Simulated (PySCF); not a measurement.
# SbH: bond curves at several levels of theory

Aim: find the lowest electronic state of SbH, scan its bond at several levels of theory, and get bond length, wavenumber and dissociation energy from each curve.

The runs use PySCF 2.14.0; Sb def2-SVPD with ECP28, H def2-SVPD, scalar-relativistic core potentials.

### 1 Input

Settings of the job:

```yaml
atoms: Sb, H
charge: 0
basis: Sb def2-SVPD with ECP28, H def2-SVPD
Hamiltonian: scalar-relativistic core potentials
basis_functions: 40
electrons_treated: 24
masses_in_u: 120.9038, 1.0078
levels: PBE0, PBE, r²SCAN, B2PLYP, r²SCAN0, r²SCANh, HF, MP2, SCS-MP2, CCSD, CCSD(T)
grid: 80 radial by 434 angular points
occupations: held fixed by the projection of orbital angular momentum
dissociation_limit: Sb + H, each in its ground configuration
starting_distance_in_angstrom: 1.685
values_of_2S_to_try: 0, 2, 4
```

The run is started by

```console
$ OMP_NUM_THREADS=1 python dia.py task.json out
```

The runs that follow: PBE0 along the bond; Excited determinants; PBE; r²SCAN; B2PLYP (double hybrid); r²SCAN0; r²SCANh; UHF; Adding correlation.

**Question.** What will these runs give? Wanted: for each run, Re; ωe; De; μ.

**Answer**, as computed:

Lowest PBE0 solution found, without spin–orbit coupling: ³Σ⁻ (triplet), unpaired electrons π ↑↑. State 2 has its PBE0 minimum 0.35 eV higher, as a spin-mixed determinant (⟨S²⟩ = 1.01), so this is no gap between pure states. State 3 has its PBE0 minimum 1.33 eV higher. The other levels ran on the lowest alone.

| level | Re (Å) | ωe (cm⁻¹) | De (eV) | μ (D) |
| --- | --- | --- | --- | --- |
| UHF | 1.708 | 2021 | 1.56 | -0.10 |
| UHF-MP2 | 1.711 | 1968 | 2.15 | n/a |
| UHF-SCS-MP2 | 1.716 | 1954 | 2.24 | n/a |
| UHF-CCSD | 1.723 | 1902 | 2.32 | n/a |
| UHF-CCSD(T) | 1.725 | 1888 | 2.35 | n/a |
| PBE | 1.742 | 1851 | 2.61 | -0.30 |
| r²SCAN | 1.724 | 1917 | 2.60 | -0.20 |
| r²SCANh | 1.720 | 1937 | 2.58 | -0.19 |
| PBE0 | 1.724 | 1930 | 2.54 | -0.21 |
| r²SCAN0 | 1.714 | 1966 | 2.55 | -0.16 |
| B2PLYP | 1.722 | 1930 | 2.54 | -0.23 |

De is counted to Sb + H in their ground configurations. A positive dipole means Sb(−)H(+).

Differences from CCSD(T) in the same basis:

| level | Re (mÅ) | ωe (%) |
| --- | --- | --- |
| UHF | -17 | +7.1 |
| UHF-MP2 | -14 | +4.3 |
| UHF-SCS-MP2 | -9 | +3.5 |
| UHF-CCSD | -2 | +0.7 |
| PBE | +16 | -1.9 |
| r²SCAN | -1 | +1.5 |
| r²SCANh | -5 | +2.6 |
| PBE0 | -2 | +2.2 |
| r²SCAN0 | -11 | +4.2 |
| B2PLYP | -4 | +2.2 |

What this shows: Against CCSD(T) in the same basis, the bond length is nearest at r²SCAN (-1 mÅ) and farthest at UHF (-17 mÅ); the wavenumber is nearest at UHF-CCSD (+0.7 %) and farthest at UHF (+7.1 %). Hartree–Fock falls on the short and stiff side, its usual fault. PBE gives a bond that is too long and too soft, as GGAs tend to. CCSD(T) in a basis this small is itself some way from its limit, more so than the functionals. Among the levels with a De in the table, it runs from 1.56 eV (UHF) to 2.61 eV (PBE).

Correlated steps freeze 4 core orbitals. These are scalar-relativistic numbers at best; spin–orbit coupling would shift them, the dissociation energy most. B2PLYP dipoles, levels and charges come from its SCF part alone. With spin–orbit coupling the term label itself may not hold.
